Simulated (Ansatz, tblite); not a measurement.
**The cluster Al₄As₄: rung by rung**

One table from this session's results is given with a row withheld; the runs are named, their logs left out.

Method: as each input shows; program: Ansatz 0.2.0, Gaussian basis.

Plan: GFN1-xTB, GFN2-xTB, PBE-D4/def2-TZVP, r2SCAN-D4/def2-TZVP, LDA/def2-TZVP, PBE-D4/def2-SVP, PBE0-D4/def2-SVP, HF/6-31G, B3LYP-D4/6-31G, PBE0-D4/def2-TZVPD, PBE-D4/def2-TZVPD, MP2/def2-SVP, RPA/def2-SVP.

11 further runs of the same task are left out: 10 that didn't finish, 1 set aside as unsound or not needed. Runs told in other sessions of the task aren't counted.

## The structure

The geometry is that of the singlet, from an earlier relaxation (PBE0-D4/def2-SVP). At that level it is the lowest of the isomers that a small search found.

8 atoms, charge 0, spin multiplicity 1.

Bond lengths: Al1–As5 2.301 Å, Al1–As7 2.301 Å, Al2–As7 2.301 Å, Al2–As8 2.301 Å, Al3–As5 2.301 Å, Al3–As6 2.301 Å, Al4–As6 2.301 Å, Al4–As8 2.301 Å. Angles: As5–Al1–As7 179.9°, As7–Al2–As8 179.9°, As5–Al3–As6 179.9°, As6–Al4–As8 179.9°, Al1–As5–Al3 78.1°, Al3–As6–Al4 78.1°, Al1–As7–Al2 78.1°, Al2–As8–Al4 78.1°.

Coordinates:

```
Al   -0.9419   -0.9892   -1.5280
Al   -0.7500   -1.3565    1.3406
Al    0.7501    1.3565   -1.3406
Al    0.9420    0.9892    1.5280
As   -1.0365    0.9662   -2.7378
As    2.5379    1.7492    0.0544
As   -0.8490   -2.9462   -0.3206
As   -0.6525    0.2308    3.0041
```

PBE0-D4/def2-TZVP was run before; its log isn't repeated, and its numbers join the tables.

Set-up of the first run:

Tight binding, by tblite at 300 K electronic temperature and without a spin-polarisation term:

```python
tblite.interface.Calculator('GFN1-xTB', numbers, positions, charge=0, uhf=0).singlepoint()
```

Tight binding, by tblite at 300 K electronic temperature and without a spin-polarisation term:

```python
tblite.interface.Calculator('GFN2-xTB', numbers, positions, charge=0, uhf=0).singlepoint()
```

start.molden holds the orbitals of an earlier run on this state, given as this run's starting guess.

Input file in.yaml:

```yaml
crystal:
  periodic: [false, false, false]
  atoms:
    - {symbol: Al, position_ang: [-0.941946, -0.989218, -1.528020]}
    - {symbol: Al, position_ang: [-0.750040, -1.356512, 1.340562]}
    - {symbol: Al, position_ang: [0.750061, 1.356493, -1.340552]}
    - {symbol: Al, position_ang: [0.941953, 0.989201, 1.528007]}
    - {symbol: As, position_ang: [-1.036461, 0.966223, -2.737836]}
    - {symbol: As, position_ang: [2.537913, 1.749230, 0.054351]}
    - {symbol: As, position_ang: [-0.848952, -2.946222, -0.320596]}
    - {symbol: As, position_ang: [-0.652529, 0.230795, 3.004085]}
basis:
  gaussian: {orbitals: def2-TZVP, initial_orbitals: start.molden}
hamiltonian: {xc: pbe, dispersion: d4}
scf: {omitted_lower_state_checks: [starts]}
output: {forces: true, orbitals: {seedname: orbitals}}
```

The run is started by

```bash
ansatz run in.yaml --threads 4 --pin off --events-out ev --progress --plain --max-ram 4787MiB
```

Steps of the session up to this table: PBE-D4/def2-TZVP; r2SCAN-D4/def2-TZVP; LDA/def2-TZVP; PBE-D4/def2-SVP; PBE0-D4/def2-SVP; HF/6-31G; B3LYP-D4/6-31G; PBE0-D4/def2-TZVPD; PBE-D4/def2-TZVPD; MP2/def2-SVP; RPA/def2-SVP.

One table of the session follows, with a row left open; its other results are not shown here.

It belongs to the step «Binding energy». 

| level | binding an atom (eV) |
| --- | --- |
| HF/6-31G | 0.744 |
| HF/def2-SVP | 1.311 |
| LDA/def2-TZVP | 3.289 |
| PBE-D4/def2-SVP | 2.810 |
| PBE-D4/def2-TZVP | 2.823 |
| PBE-D4/def2-TZVPD | 2.826 |
| r2SCAN-D4/def2-TZVP | 2.787 |
| B3LYP-D4/6-31G | 2.192 |
| PBE0-D4/def2-SVP | ? |
| PBE0-D4/def2-TZVP | 2.715 |
| PBE0-D4/def2-TZVPD | 2.718 |
| RPA/def2-SVP | 2.192 |
| MP2/def2-SVP | 2.406 |

Estimate the missing values for PBE0-D4/def2-SVP.

As computed: binding an atom (eV): 2.689. In the column «binding an atom (eV)» it lies between MP2/def2-SVP (2.406) and PBE0-D4/def2-TZVP (2.715).

Limits of these values: Free atoms were run apart at each level; binding is atoms less cluster, divided by the number of atoms, without zero-point or spin-orbit terms.
